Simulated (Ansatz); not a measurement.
# Si16Au: the cost of one run

All numbers below are computed with Ansatz 0.2.0 (DFT PBE, plane waves, PAW, scalar-relativistic, collinear spin).

## (1) The system as given

The cell holds 17 atoms (AuSi16): a = 7.679 Å, b = 7.679 Å, c = 7.679 Å, α = 60.00°, β = 60.00°, γ = 60.00°.

The coordinates stand in the first input below.

## (2) Relaxing end A

input.yaml reads:

```yaml
crystal:
  lattice:
    - [0.0, 5.43, 5.43]
    - [5.43, 0.0, 5.43]
    - [5.43, 5.43, 0.0]
  atoms:
    - { symbol: Si, position: [0.0, 0.0, 0.0] }
    - { symbol: Si, position: [0.125, 0.125, 0.125] }
    - { symbol: Si, position: [0.0, 0.0, 0.5] }
    - { symbol: Si, position: [0.125, 0.125, 0.625] }
    - { symbol: Si, position: [0.0, 0.5, 0.0] }
    - { symbol: Si, position: [0.125, 0.625, 0.125] }
    - { symbol: Si, position: [0.0, 0.5, 0.5] }
    - { symbol: Si, position: [0.125, 0.625, 0.625] }
    - { symbol: Si, position: [0.5, 0.0, 0.0] }
    - { symbol: Si, position: [0.625, 0.125, 0.125] }
    - { symbol: Si, position: [0.5, 0.0, 0.5] }
    - { symbol: Si, position: [0.625, 0.125, 0.625] }
    - { symbol: Si, position: [0.5, 0.5, 0.0] }
    - { symbol: Si, position: [0.625, 0.625, 0.125] }
    - { symbol: Si, position: [0.5, 0.5, 0.5] }
    - { symbol: Si, position: [0.625, 0.625, 0.625] }
    - { symbol: Au, position: [0.3774803, 0.3641687, 0.3700612], spin: 1.0 }
magnetization:
  spin_polarized: true
basis:
  ecutwfc: 420.0
kpoints:
  mp_grid: { grid: [2, 2, 2] }
hamiltonian:
  xc: pbe
  pseudopotentials: { kind: paw, azcp: { folder: soft_1 } }
scf:
  occupations: { method: gaussian, width: 0.05 }
  lower_state_search: "off"
relax:
  f_tol: 0.03
  max_steps: 60
  adjacent_minimum: "off"
output:
  write_density: true
  write_potential: true
  elf: true
  volumetric_format: npy
```

On the command line:

```
> ansatz run input.yaml --threads 2 --pin off --max-ram 5120MiB --backend cpu --events-out ev --progress --plain --runs-dir out
```

Q: Estimate wall time and peak memory on 2 threads of Arm Neoverse V1, shared host.

About 2.4 min, with a peak of 0.72 GiB.
